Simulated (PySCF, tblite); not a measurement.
# C5H9ClOSi: geometry, infrared bands and NMR shifts

What infrared bands and NMR shifts should C5H9ClOSi (`OC[C@@H]1C=C1[SiH2]CCl`) show?

The runs use tblite 0.8.0 and PySCF 2.14.0, with density-fitted response routines of our own; the level of theory stands in each step. All values are computed, except where a source is named. Atoms count from 0, in the outputs and in this text.

### 1 The molecule as given

17 atoms, charge 0, multiplicity 1; geometry from: force field or distance geometry start.

Bonds of the start (Å): O0–C1 1.40, C1–C2 1.51, C2–C3 1.47, C3–C4 1.34, C4–Si5 1.84, Si5–C6 1.86, C6–Cl7 1.79, C4–C2 1.48, O0–H8 0.99, C1–H9 1.10, C1–H10 1.12, C2–H11 1.09, C3–H12 1.09, Si5–H13 1.48, Si5–H14 1.48, C6–H15 1.11, C6–H16 1.09.

### 2 Optimising the geometry with GFN2-xTB

Job settings and geometry (Å):

```
{"job": {"kind": "relax", "xc": "GFN2-xTB", "basis": "xTB"}, "charge": 0, "multiplicity": 1}
O     -1.680600    -0.505100     1.355500
C     -2.420300     0.022600     0.290900
C     -1.506500     0.471100    -0.820700
C     -0.621800    -0.489200    -1.502000
C     -0.074200     0.238400    -0.512300
Si     1.353500     0.736800     0.538200
C      2.868700    -0.210100     0.027200
Cl     2.643600    -1.923700     0.486600
H     -1.576200    -1.483300     1.255800
H     -3.152900    -0.734300    -0.020500
H     -3.000300     0.937200     0.593300
H     -1.746200     1.431800    -1.288100
H     -0.554700    -1.266100    -2.257000
H      1.596800     2.174500     0.294100
H      1.118500     0.479200     1.971700
H      3.720000     0.200800     0.614900
H      3.025400    -0.068600    -1.037500
```

The run is started by

```
$ OMP_NUM_THREADS=1 python probes_run.py task.json out
```

This one command runs all jobs of the session in turn.

**Question.** This job is followed by: GFN2-xTB harmonic vibrations, gas phase; GIAO PBE0/pcSseg-1 NMR shielding, non-relativistic, gas phase. Predict these results of the whole session: strongest single infrared mode (GFN2-xTB); zero-point energy (GFN2-xTB); 13C shifts against TMS (PBE0/pcSseg-1); 1H shifts against TMS (PBE0/pcSseg-1); 17O shifts against H2O (PBE0/pcSseg-1); 29Si shifts against TMS (PBE0/pcSseg-1); 35Cl shifts against HCl (PBE0/pcSseg-1); surface potential, 1st and 99th percentile.

As calculated:

```
                                 quantity                                                     value
strongest single infrared mode (GFN2-xTB)                                     2227 cm⁻¹, 349 km/mol
             zero-point energy (GFN2-xTB)                                             76.4 kcal/mol
   13C shifts against TMS (PBE0/pcSseg-1)                        140.6, 126.5, 65.6, 31.9, 21.5 ppm
    1H shifts against TMS (PBE0/pcSseg-1)  8.28, 4.87, 4.84, 3.97, 3.87, 3.28, 3.09, 1.72, 0.00 ppm
   17O shifts against H2O (PBE0/pcSseg-1)                                                  33.9 ppm
  29Si shifts against TMS (PBE0/pcSseg-1)                                                 -51.7 ppm
  35Cl shifts against HCl (PBE0/pcSseg-1)                                                    27 ppm
    surface potential, 1st and 99th percentile                                        -1.64 V and 1.43 V
```

**Reading.** Over 73 steps the energy fell by 0.393 eV; of the close pairs, Si5–C6 changed most, 1.858 to 1.916 Å. All 45 modes are real, so the xTB geometry is a minimum. The strongest single mode, at 2227 cm⁻¹, moves mainly H13. GFN2-xTB is a fitted tight-binding method: band positions and strengths are rough. Its intensities can rank the bands wrongly. At PBE0/pcSseg-1: Shielding is most anisotropic at C3 (span 293 ppm, paramagnetic term -211 ppm). By nearest atom (PBE0/pcSseg-1), the HOMO sits on C3, C4 about 17 % each; O0 16 % and the LUMO on C3, C4 about 32 % each; H12 10 %.
